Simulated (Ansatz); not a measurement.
**CdH2O2: a single-point run**

The task is a single-point run on CdH2O2. The structure is shown as the input types it.

Computed with Ansatz 0.2.0 (density functional or hybrid calculation with the settings of its input, plane waves (as first typed), unless a step's input says otherwise).

### 1 Starting point

Symmetry: P-3m1, No. 164, trigonal system. The conventional cell has a = 3.502 Å, b = 3.502 Å, c = 4.569 Å, α = 90.00°, β = 90.00°, γ = 120.00°. Cd (site symmetry -3m) has 6 O at 2.30 Å as nearest neighbours. Around H (site symmetry 3m) lie 1 O at 0.97 Å. O (site symmetry 3m) has 1 H at 0.97 Å as nearest neighbours.

As a file:

```xyz
5
Lattice="3.5020 0.0000 0.0000 -1.7510 3.0328 0.0000 0.0000 0.0000 4.5692" Properties=species:S:1:pos:R:3 pbc="T T T"
Cd    0.0000    0.0000    0.0000
H     1.7510    1.0109    2.4987
H     0.0000    2.0219    2.0704
O     1.7510    1.0109    3.4644
O     0.0000    2.0219    1.1048
```

### 2 Input and run

Contents of input.yaml:

```yaml
crystal:
  lattice:
    - [3.5019706991, 0.0, 0.0]
    - [-1.7509853495, 3.0327955887, 0.0]
    - [0.0, 0.0, 4.5691751517]
  atoms:
    - { symbol: Cd, position: [0.0, 0.0, 0.0] }
    - { symbol: H, position: [0.6666666667, 0.3333333333, 0.5468707629] }
    - { symbol: H, position: [0.3333333333, 0.6666666667, 0.4531292371] }
    - { symbol: O, position: [0.6666666667, 0.3333333333, 0.7582065004] }
    - { symbol: O, position: [0.3333333333, 0.6666666667, 0.2417934996] }
kpoints:
  mp_grid: { grid: [6, 6, 4] }
hamiltonian:
  xc: pbesol
scf:
  occupations: { method: fixed }
  n_extra_bands: 5
  convergence: { dr2_threshold: 1.0 }
  max_iter: 89
output:
  forces: true
  stress: true
  eigenvalues: true
```

On the command line:

```
> ansatz run input.yaml --threads 4 --pin off --max-ram 4608MiB --backend cpu --events-out ev --progress --plain --runs-dir out
```

**Question.** How will this run end, and is anything wrong with its input?

The program finished normally, with warnings (force scf threshold loose, stress scf threshold loose). Its log warns: «scf.convergence.dr2_threshold = 1e0 eV is looser than this run's default, which is 1e-7 eV or tighter. The error in the forces grows as the threshold's square root ...»

The threshold asked is loose, but the program put off the close and ended at dr2 = 9.4e-8, so little accuracy was lost here.

Run again and compare: delete scf.convergence.dr2_threshold (the default then holds).
